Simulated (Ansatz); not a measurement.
Crystal: PtSe.

```
Pt Se
1.0
     0.00000    3.03745    3.03745
     3.03745    0.00000    3.03745
     3.03745    3.03745    0.00000
Pt Se
1 1
Direct
  0.00000 0.00000 0.00000
  0.25000 0.25000 0.25000
```

The cell comes from a database or a generator and needn't be the stable form of this composition.

* Program: Ansatz 0.2.0
* Task: relaxation of cell and atoms
* Functional: r2SCAN
* Dispersion: D4
* Potentials or basis: Ansatz PAW
* Cutoff: 500 eV (not typed: the program's choice for these potentials)
* k mesh: 8 × 8 × 8
* Occupations: fermi-dirac, width 0.05 eV
* Spin: no spin polarisation

At the start: volume 28.02 Å³/atom.

**Question.** How do energy, volume and symmetry change on relaxing?

**Answer.** It ends after 6 steps and the volume is 22.24 Å³/atom (-20.6 %); space group F-43m (No. 216, to 0.05 Å).

Step by step:
| step | energy change (eV) | largest force (eV/Å) | volume (Å³) |
| --- | --- | --- | --- |
| 1 | 0.0000 | 0.0000 | 56.05 |
| 2 | -0.5570 | 0.0000 | 48.24 |
| 3 | -0.5987 | 0.0000 | 42.02 |
| 4 | -0.6506 | 0.0000 | 44.66 |
| 5 | -0.6509 | 0.0000 | 44.49 |
| 6 | -0.6497 | 0.0000 | 44.49 |

Final structure:
```
CELL_PARAMETERS angstrom
0.00000 2.81232 2.81232
2.81232 0.00000 2.81232
2.81232 2.81232 0.00000
ATOMIC_POSITIONS crystal
Pt 0.00000 0.00000 0.00000
Se 0.25000 0.25000 0.25000
```

Caveat: the volume moved by over 15 % at a fixed basis, so the end points are rough; the plane-wave basis is chosen anew once the cell has moved, so the energies of steps on either side of that aren't comparable; pairwise dispersion overbinds metals, which lowers pressure and volume; the PAW data sets come from PBE, with cores solved anew for the run's functional, which leaves a small shift of forces and pressure.
